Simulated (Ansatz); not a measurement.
# CsNaP2: the cost of one run

Program: Ansatz 0.2.0. Level of theory: DFT PBE, scalar-relativistic, plane waves, PAW. These are calculated values, not measurements.

## (1) The starting structure

The structure is tetragonal, space group P4/mmm (No. 123). Conventional cell: a = 3.978 Å, b = 3.978 Å, c = 7.956 Å, α = 90.00°, β = 90.00°, γ = 90.00°. Cs (site symmetry 4/mmm) is surrounded by 8 P at 3.44 Å. Around Na (site symmetry 4/mmm) lie 8 P at 3.44 Å. Around P (site symmetry 4mm) lie 4 Cs at 3.44 Å and 4 Na at 3.44 Å.

Structure file:

```
Cs Na P
1.0
     3.97794    0.00000    0.00000
     0.00000    3.97794    0.00000
     0.00000    0.00000    7.95589
Cs Na P
1 1 2
Direct
  0.00000 0.00000 0.50000
  0.00000 0.00000 0.00000
  0.50000 0.50000 0.25000
  0.50000 0.50000 0.75000
```

A structure generator made this guess: ordered mixture on the cation sites of caesium chloride (P4/mmm, No. 123). The dimensions are guesses.

## (2) A first look at the guess

File input.yaml:

```yaml
crystal:
  lattice:
    - [3.97794335, 0.0, 0.0]
    - [0.0, 3.97794335, 0.0]
    - [0.0, 0.0, 7.95588671]
  atoms:
    - { symbol: Cs, position: [0.0, 0.0, 0.5] }
    - { symbol: Na, position: [0.0, 0.0, 0.0] }
    - { symbol: P, position: [0.5, 0.5, 0.25] }
    - { symbol: P, position: [0.5, 0.5, 0.75] }
basis:
  ecutwfc: 420
kpoints:
  mp_grid: { grid: [4, 4, 2] }
hamiltonian:
  xc: pbe
scf:
  occupations: { method: gaussian, width: 0.1 }
  lower_state_search: "off"
output:
  forces: true
  stress: true
  eigenvalues: true
```

Command:

```bash
> ansatz run input.yaml --threads 1 --pin off --max-ram 2048MiB --backend cpu --events-out ev --progress --plain --runs-dir out
```

What time and memory should one allow on 1 thread of Arm Neoverse V1, shared host?

About 3.1 s, with a peak of 0.35 GiB.
